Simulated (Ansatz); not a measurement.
# H6Si2: the cost of one run

The runs use Ansatz 0.2.0, Gaussian basis; PBE0-D4/def2-TZVP structures, single points in def2-TZVPP, no counterpoise correction.

Levels: SPW92, PBE-D4, BLYP-D4, r2SCAN-D4, B97M-V, PBE0-D4, B3LYP-D4, r2SCAN0-D4, BHLYP-D4, CAM-B3LYP-D4, wB97X-V, wB97M-V, B2PLYP, PBE-QIDH, RPA on PBE, Hartree-Fock, MP2, CCSD, CCSD(T).

Correlated methods freeze the cores. B3LYP uses VWN-RPA correlation. B2PLYP carries no dispersion term here.

113 further runs of the same task are left out: 113 set aside as unsound or not needed. Runs told in other sessions of the task aren't counted.

**1. Where the work starts**

The complex: 14 atoms, charge 0, spin multiplicity 1.

Atoms are counted from 1 here; the program's logs count them from 0.

Bond lengths: Si1–H2 1.493 Å, Si1–H3 1.486 Å, Si1–H4 1.492 Å, Si1–Si5 2.340 Å, Si5–H10 1.493 Å, Si5–H11 1.484 Å, Si5–H12 1.484 Å, H6–O7 0.972 Å, O7–H13 0.959 Å, H8–O9 0.963 Å, O9–H14 0.960 Å. Angles: H2–Si1–H3 108.1°, H2–Si1–H4 105.6°, H2–Si1–Si5 110.9°, H3–Si1–H4 107.3°, H3–Si1–Si5 112.9°, H4–Si1–Si5 111.5°, Si1–Si5–H10 108.9°, Si1–Si5–H11 111.0°, Si1–Si5–H12 111.2°, H10–Si5–H11 107.5°, H10–Si5–H12 107.5°, H11–Si5–H12 110.6°, H6–O7–H13 105.9°, H8–O9–H14 105.7°.

Coordinates:

```
Si   -0.75657   -0.66369    1.25093
H     0.34903    0.28279    1.58523
H    -0.15761   -1.99507    0.97239
H    -1.56622   -0.79287    2.49723
Si   -2.04248    0.14699   -0.52862
H     1.52697    0.06404   -1.00725
O     0.74841   -0.36127   -1.40543
H     2.26410    0.85566    0.94014
O     2.75056    0.89323    0.11010
H    -3.43623    0.38595   -0.04990
H    -1.51263    1.44279   -1.02129
H    -2.11424   -0.84081   -1.63391
H     1.03061   -1.24279   -1.65703
H     2.91630    1.82506   -0.05259
```

Its parts: Si₂H₆ holds atoms 1, 2, 3, 4, 5, 10, 11, 12; H₂O holds atoms 6, 7, 13; H₂O holds atoms 8, 9, 14. Each part counts its atoms afresh in its own runs.

**2. Relaxing Si₂H₆ alone**

relax-a/in.yaml reads:

```yaml
crystal:
  periodic: [false, false, false]
  atoms:
    - {symbol: Si, position_ang: [-0.756570, -0.663691, 1.250929]}
    - {symbol: H, position_ang: [0.349032, 0.282794, 1.585233]}
    - {symbol: H, position_ang: [-0.157613, -1.995075, 0.972389]}
    - {symbol: H, position_ang: [-1.566217, -0.792868, 2.497226]}
    - {symbol: Si, position_ang: [-2.042482, 0.146988, -0.528616]}
    - {symbol: H, position_ang: [-3.436226, 0.385947, -0.049900]}
    - {symbol: H, position_ang: [-1.512629, 1.442788, -1.021290]}
    - {symbol: H, position_ang: [-2.114238, -0.840814, -1.633911]}
basis:
  gaussian: {orbitals: def2-TZVP}
hamiltonian: {xc: pbe0, dispersion: d4}
relax: {f_tol: 0.005, max_steps: 200}
```

The run is started by

```console
$ ansatz run in.yaml --threads 8 --pin off --events-out ev --progress --plain --max-ram 19148MiB
```

**Question.** How long does this run take on 8 threads of Arm Neoverse V2, shared host?

About 6 s.
